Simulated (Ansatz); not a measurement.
# AlGaHF (triplet): the correlation ladder, cc-pVDZ

An exercise on one series of results from a longer session: the logs are not shown, and one member is left open.

Program: Ansatz 0.2.0, Gaussian basis. Level of theory: cc-pVDZ, core rule «outside noble gas», up to 20 orbitals frozen. These are calculated values, not measurements.

To be run: UHF; CCSD(T) on ROHF; CCSD(T) on UHF; BCCD(T) on ROHF; CISD as a restricted active space (open shells left free, so some higher excitations enter); CCSDT(Q) on ROHF; CCSDT(Q) on UHF.

4 further runs of the same task are left out: 4 set aside as unsound or not needed. Runs told in other sessions of the task aren't counted.

## The geometry

The geometry is a PBE0/def2-TZVP stationary point (not a proven minimum) of the parent state, kept for this charge and spin. No spin-orbit coupling is included. The filled d shell of Ga may be among the frozen orbitals whatever the setting's name suggests.

4 atoms, charge 0, spin multiplicity 3.

Atoms are counted from 1 here; the program's logs count them from 0.

Bond lengths: Al1–H4 1.648 Å, Ga2–F3 1.770 Å.

The first run:

Input file in.yaml:

```yaml
crystal:
  periodic: [false, false, false]
  atoms:
    - {symbol: Al, position_ang: [0.000000, -0.316483, 2.307778]}
    - {symbol: Ga, position_ang: [0.000000, 0.239515, -0.387410]}
    - {symbol: F, position_ang: [0.000000, -0.498414, -1.995707]}
    - {symbol: H, position_ang: [0.000000, 1.298269, 2.638305]}
basis:
  gaussian: {orbitals: cc-pVDZ}
magnetization: {spin_polarized: true, initial_magnetization: 2}
hamiltonian: {xc: hf}
output: {orbitals: {seedname: orbitals}}
```

On the command line:

```sh
$ ansatz run in.yaml --threads 1 --pin off --events-out ev --progress --plain --max-ram 4096MiB --backend cpu
```

Among the steps run: UHF; CCSD(T) on ROHF; CCSD(T) on UHF; BCCD(T) on ROHF; CISD as a restricted active space (open shells left free, so some higher excitations enter); CCSDT(Q) on ROHF; CCSDT(Q) on UHF.

One table of the session follows, with a row left open; its other results are not shown here.

It belongs to the step «Misses and costs». 

| method | from UCCSDT(Q) (kJ/mol) |
| --- | --- |
| ROHF | +836.5 |
| UHF | +831.5 |
| RMP2 | +90.2 |
| UMP2 | +90.2 |
| RCCSD | +26.5 |
| UCCSD | +26.3 |
| RCCSD(T) | ? |
| UCCSD(T) | +6.1 |
| BCCD(T) | +5.5 |
| RCCSDT | +2.3 |
| UCCSDT | +2.3 |
| RCCSDT(Q) | +0.6 |
| UCCSDT(Q) | 0 |

**Question.** Estimate the row for RCCSD(T).

**Answer.** from UCCSDT(Q) (kJ/mol): +6.2. In the column «from UCCSDT(Q) (kJ/mol)» it lies between UCCSD(T) (+6.1) and UCCSD (+26.3).

Not comparable, so not listed: CISD as a restricted active space (open shells left free, so some higher excitations enter) (they don't share determinant, frozen orbitals or solution with the rows shown, or repeat one).

To keep in mind: Restricted and unrestricted rows rest on different reference determinants; a gap between their highest levels can come from leftover correlation error, from unlike frozen cores or from another state.
